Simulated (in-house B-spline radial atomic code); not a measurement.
# Te²⁺: ionisation energy by several methods

One table from this session's results is given with a row withheld; the runs are named, their logs left out.

Program: in-house B-spline radial atomic code version 1. Level of theory: scalar-relativistic (X2C), several functionals, spin-polarised; spherical all-electron atom at the radial basis limit. These are calculated values, not measurements, unless marked.

## Starting point

- element: tellurium (Z = 52)
- charge: +2
- electrons: 50
- configuration: [Kr] 4d10 5s2 5p2
- nucleus: Fermi, rms radius 4.742 fm

Outer shells as boxes (Hund's rule):

[Kr] 4d10 5s2 5p2
```
[Kr] core
4d [↑↓][↑↓][↑↓][↑↓][↑↓]
5s [↑↓]
5p [↑ ][↑ ][  ]
```

Where spins are not typed, each open shell is filled with up spins first.

Set-up of the first run:

Settings, as recorded:

```ini
Z = 52
electrons = 50.0
configuration = [Kr] 4d10 5s2 5p2
hamiltonian = x2c
method = pw91,pw91
spin_polarised = True
nucleus = fermi
rms_radius = 4.7423
mass_number = 130
atomic_mass = 129.906222745
speed_of_light = 137.035999084
```

Steps of the session up to this table: PW91; RPBE; Hartree-Fock; M06-L; AM05; SCAN.

One of the session's tables, all rows but one given; the rest of the session is left out.

```
      method  ΔSCF (eV)
        PW91     27.628
        RPBE          ?
        AM05     27.566
       M06-L     27.207
        SCAN     27.810
Hartree-Fock     26.963
```

Q: Estimate the row for RPBE from the others.

As computed: ΔSCF (eV): 27.485. In the column «ΔSCF (eV)» it lies between M06-L (27.207) and AM05 (27.566).
